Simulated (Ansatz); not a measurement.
**NbH (quintet): wave-function methods side by side at distance Nb1–H2 = 3.816 Å, def2-TZVP**

How much of the correlation energy of NbH (quintet) does each wave-function method recover here?

The runs use Ansatz 0.2.0, Gaussian basis; def2-TZVP, core rule «outside noble gas», up to 4 orbitals frozen.

The runs, in order: UHF; CCSD(T) on ROHF; CCSD(T) on UHF; CISD as a restricted active space (open shells left free, so some higher excitations enter); CCSDT(Q) on ROHF; CCSDT(Q) on UHF; CASSCF and MRCISD+Q, 6 electrons in 6 orbitals; CASSCF and NEVPT2, 6 electrons in 6 orbitals; Full CI.

21 further runs of the same task are left out: 6 for a known fault of the program, 12 that didn't finish, 3 set aside as unsound or not needed. Runs told in other sessions of the task aren't counted.

## Step 1: What is computed

The geometry derives from a PBE0/def2-TZVP stationary point (not a proven minimum). One bond is set to the value named and the two fragments are kept rigid. No spin-orbit coupling is included. Elements past krypton take def2 core potentials.

2 atoms, charge 0, spin multiplicity 5.

Atoms are counted from 1 here; the program's logs count them from 0.

No contacts short enough for the rule that draws bonds.

## Step 2: UHF

in.yaml

```yaml
crystal:
  periodic: [false, false, false]
  atoms:
    - {symbol: Nb, position_ang: [0.000000, 0.000000, 0.000000]}
    - {symbol: H, position_ang: [0.000000, 0.000000, 3.816000]}
basis:
  gaussian: {orbitals: def2-TZVP}
magnetization: {spin_polarized: true, initial_magnetization: 4}
hamiltonian: {xc: hf}
output: {orbitals: {seedname: orbitals}}
```

Run with:

```console
$ ansatz run in.yaml --threads 1 --pin off --events-out ev --progress --plain --max-ram 2393MiB
```

Further steps of the session: CCSD(T) on ROHF; CCSD(T) on UHF; CISD as a restricted active space (open shells left free, so some higher excitations enter); CCSDT(Q) on ROHF; CCSDT(Q) on UHF; CASSCF and MRCISD+Q, 6 electrons in 6 orbitals; CASSCF and NEVPT2, 6 electrons in 6 orbitals; Full CI.

Before running them: what should the planned runs give, taken together? Wanted: FCI from the RHF energy; RMP2 from FCI; RCCSD from FCI; RCCSD(T) from FCI; RCCSDT(Q) from FCI; NEVPT2 pair from FCI; MRCISD+Q pair from FCI; T1 diagnostic; effectively unpaired electrons.

The runs gave:

| quantity | value |
| --- | --- |
| FCI from the ROHF energy | -2.1469 eV |
| RMP2 from FCI | +617.8 meV |
| RCCSD from FCI | +195.5 meV |
| RCCSD(T) from FCI | +109.5 meV |
| RCCSDT(Q) from FCI | -7.0 meV |
| NEVPT2 pair from FCI | +405.7 meV |
| MRCISD+Q pair from FCI | -24.4 meV |
| levels within 1 kcal/mol (43 meV) | RCCSDT, RCCSDT(Q), MRCISD pair, MRCISD+Q pair |
| T1 diagnostic | 0.039 |
| effectively unpaired electrons | 5.24 |

In words: RCCSD(T) lands +109.5 meV from the yardstick (5.1 % of the correlation energy). RCCSDT(Q), MRCISD+Q pair fall below full CI, which methods that aren't variational can do. The occupations show strong static correlation (5.2 unpaired electrons where one determinant has 4). Coupled cluster on one determinant still stays close here. Of the multireference levels listed MRCISD+Q pair comes nearest in total energy (-24.4 meV), which doesn't show that its space is the better one. Coupled cluster took another determinant than the lowest Hartree-Fock one. These misses are within one basis, not against nature.

With open shells the CI space here admits some higher excitations, so it is larger than plain CISD.
